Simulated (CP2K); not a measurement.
NiMoIrPdW:

```
CELL_PARAMETERS angstrom
2.74008 0.00000 0.00000
0.00000 2.74008 0.00000
1.37004 -1.37004 9.71647
ATOMIC_POSITIONS crystal
Ni 0.19862 0.80138 0.60276
Mo 0.60922 0.39078 0.78156
Pd 0.79310 0.20690 0.41380
Ir 0.39944 0.60056 0.20112
W 0.99565 0.00435 0.00870
```

The cell was built by a generator and needn't be a form met in nature.

Base run:

```yaml
Program: CP2K 2026.2
Functional: LDA
Potentials_or_basis: GTH_POTENTIALS Ni GTH-PBE-q18, Pd GTH-PBE-q18, Ir GTH-PBE-q17, W GTH-PBE-q14; POTENTIAL_UZH Mo GTH-PBE-q14; TZVP-MOLOPT-SR-GTH, TZVP-MOLOPT-PBE-GTH basis
Density_cutoff: 13606 eV
k_mesh: 10 × 10 × 10
Occupations: fermi-dirac, width 0.05 eV
Spin: collinear spin, ferromagnetic start
Starting_moments: "[1.0, 1.0, 0.0, 0.6, 0.0] μB"
```

Its results: band gap on the k mesh none (metal or under the smearing width); pressure -13.7 GPa; net moment 0.00 μB per cell.

Question: After a change of settings the same cell gave: band gap on the k mesh none (metal or under the smearing width); pressure -7.6 GPa; net moment 0.00 μB per cell. Which change was it?
A. functional from LDA to RPBE
B. functional from LDA to PBE; density cutoff from 13606 eV to 8163 eV; cutoff of the grids from 1000 Ry to 600 Ry
C. functional from LDA to vdW-DF-cx
D. functional from LDA to PBEsol

Answer: C.

Caveats: the potentials were made for another functional, which shifts forces and pressure; the basis of atomic orbitals isn't converged, which shifts pressures, moduli and gaps.

Not every run made on this cell is shown here.
